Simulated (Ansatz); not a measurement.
# TlBi: the crystal squeezed far

How does TlBi answer strong compression, and how long do frozen cores keep up with all electrons? The runs shown use LAPW and crystal datasets. Companion runs by PAW are cited. Its runs: the reference run (LAPW); volume scaled by 1 (crystal datasets); volume scaled by 0.75 (LAPW); volume scaled by 0.65 (LAPW); volume scaled by 0.6 (LAPW and crystal datasets).

Program: Ansatz 0.2.0. Level of theory: DFT PBEsol, with the methods named in each step. These are calculated values, not measurements.

## (1) The starting structure

Symmetry: Pm-3m, No. 221, cubic system. Conventional cell: a = 3.992 Å, b = 3.992 Å, c = 3.992 Å, α = 90.00°, β = 90.00°, γ = 90.00°. Tl (site symmetry m-3m) has 8 Bi at 3.46 Å as nearest neighbours. Bi (site symmetry m-3m) has 8 Tl at 3.46 Å as nearest neighbours.

Coordinates:

```cif
data_structure
_symmetry_space_group_name_H-M 'P 1'
_symmetry_Int_Tables_number 1
_cell_length_a 3.9917
_cell_length_b 3.9917
_cell_length_c 3.9917
_cell_angle_alpha 90.000
_cell_angle_beta 90.000
_cell_angle_gamma 90.000
_cell_volume 63.60
loop_
_atom_site_label
_atom_site_type_symbol
_atom_site_fract_x
_atom_site_fract_y
_atom_site_fract_z
_atom_site_occupancy
Tl1 Tl 0.00000 0.00000 0.00000 1
Bi1 Bi 0.50000 0.50000 0.50000 1
```

Whether this phase is the stable one at these pressures isn't tested.

Atoms are numbered in the order of the input: Tl1, Bi2.

## (2) The reference volume, LAPW

Input file input.yaml:

```yaml
crystal:
  lattice:
    - [3.991709, 0.0, 0.0]
    - [0.0, 3.991709, 0.0]
    - [0.0, 0.0, 3.991709]
  atoms:
    - { symbol: Tl, position: [0.0, 0.0, 0.0] }
    - { symbol: Bi, position: [0.5, 0.5, 0.5] }
kpoints:
  mp_grid: { grid: [9, 9, 9] }
  band_path:
    path:
      - [0.0, 0.0, 0.0]
      - [0.0, 0.5, 0.0]
      - [0.5, 0.5, 0.0]
      - [0.0, 0.0, 0.0]
      - [0.5, 0.5, 0.5]
      - [0.0, 0.5, 0.0]
      - [0.5, 0.5, 0.5]
      - [0.5, 0.5, 0.0]
    npoints: 14
scf:
  occupations: { method: fermi_dirac, width: 0.05 }
hamiltonian:
  xc: pbesol
  pseudopotentials: { kind: all_electron, lapw: { basis_error: 0.001 } }
output:
  forces: true
  stress: true
  eigenvalues: true
  populations: true
```

Started as:

```
$ ansatz run input.yaml --threads 1 --pin off --max-ram 2048MiB --backend cpu --events-out ev --progress --plain --runs-dir out
```

## (3) Volume scaled by 1, crystal datasets

Input file input.yaml:

```yaml
crystal:
  lattice:
    - [3.991709, 0.0, 0.0]
    - [0.0, 3.991709, 0.0]
    - [0.0, 0.0, 3.991709]
  atoms:
    - { symbol: Tl, position: [0.0, 0.0, 0.0] }
    - { symbol: Bi, position: [0.5, 0.5, 0.5] }
kpoints:
  mp_grid: { grid: [9, 9, 9] }
scf:
  occupations: { method: fermi_dirac, width: 0.05 }
hamiltonian:
  xc: pbesol
  pseudopotentials: { kind: all_electron, datasets: crystal }
output:
  forces: true
  stress: true
  eigenvalues: true
  efg: { contact_densities: true }
```

## (4) Volume scaled by 0.75, LAPW

Input file input.yaml:

```yaml
crystal:
  lattice:
    - [3.6267083122, 0.0, 0.0]
    - [0.0, 3.6267083122, 0.0]
    - [0.0, 0.0, 3.6267083122]
  atoms:
    - { symbol: Tl, position: [0.0, 0.0, 0.0] }
    - { symbol: Bi, position: [0.5, 0.5, 0.5] }
kpoints:
  mp_grid: { grid: [9, 9, 9] }
  band_path:
    path:
      - [0.0, 0.0, 0.0]
      - [0.0, 0.5, 0.0]
      - [0.5, 0.5, 0.0]
      - [0.0, 0.0, 0.0]
      - [0.5, 0.5, 0.5]
      - [0.0, 0.5, 0.0]
      - [0.5, 0.5, 0.5]
      - [0.5, 0.5, 0.0]
    npoints: 6
scf:
  occupations: { method: fermi_dirac, width: 0.05 }
hamiltonian:
  xc: pbesol
  pseudopotentials: { kind: all_electron, lapw: { basis_error: 0.001 } }
output:
  forces: true
  stress: true
  eigenvalues: true
  populations: true
```

## (5) Volume scaled by 0.65, LAPW

Edit input.yaml of step 4 so:

```diff
@@ -2,5 +2,5 @@
   lattice:
-    - [3.6267083122, 0.0, 0.0]
-    - [0.0, 3.6267083122, 0.0]
-    - [0.0, 0.0, 3.6267083122]
+    - [3.4577744329, 0.0, 0.0]
+    - [0.0, 3.4577744329, 0.0]
+    - [0.0, 0.0, 3.4577744329]
   atoms:
```

## (6) Volume scaled by 0.6, LAPW

Edit input.yaml of step 5 so:

```diff
@@ -2,5 +2,5 @@
   lattice:
-    - [3.4577744329, 0.0, 0.0]
-    - [0.0, 3.4577744329, 0.0]
-    - [0.0, 0.0, 3.4577744329]
+    - [3.366737761, 0.0, 0.0]
+    - [0.0, 3.366737761, 0.0]
+    - [0.0, 0.0, 3.366737761]
   atoms:
```

## (7) Volume scaled by 0.6, crystal datasets

Input file input.yaml:

```yaml
crystal:
  lattice:
    - [3.366737761, 0.0, 0.0]
    - [0.0, 3.366737761, 0.0]
    - [0.0, 0.0, 3.366737761]
  atoms:
    - { symbol: Tl, position: [0.0, 0.0, 0.0] }
    - { symbol: Bi, position: [0.5, 0.5, 0.5] }
kpoints:
  mp_grid: { grid: [9, 9, 9] }
scf:
  occupations: { method: fermi_dirac, width: 0.05 }
hamiltonian:
  xc: pbesol
  pseudopotentials: { kind: all_electron, datasets: crystal }
output:
  forces: true
  stress: true
  eigenvalues: true
  efg: { contact_densities: true }
```

(Steps that only read results are left out.)

What does the calculation give? Wanted: LAPW pressure at 0.6 of the volume; PAW pressure at 0.6 of the volume; crystal datasets pressure at 0.6 of the volume; fitted bulk modulus at zero pressure.

**Answer**, as computed:

```
                                      quantity     value
            LAPW pressure at 0.6 of the volume  61.0 GPa
             PAW pressure at 0.6 of the volume  61.0 GPa
crystal datasets pressure at 0.6 of the volume  61.0 GPa
   fitted bulk modulus at zero pressure (LAPW)    46 GPa
                       its pressure derivative      5.12
```

In words: At 0.6 of the starting volume LAPW gives 61 GPa. One third-order Birch-Murnaghan curve follows these points (B₀ = 46 GPa, B′ = 5.12, misfit at most 0.09 GPa). A fit over so wide a range leans to the high pressures, so B₀ can be off by several per cent. Where LAPW's pressure is over 3 GPa, PAW's departs from it by at most 0.3 %, at 1 of the volume. The ions are at rest, and the electrons smeared by 0.05 eV. Spin-orbit coupling is left out, though the cell holds Bi; in elements this heavy it can shift bands and gaps by tenths of an eV.
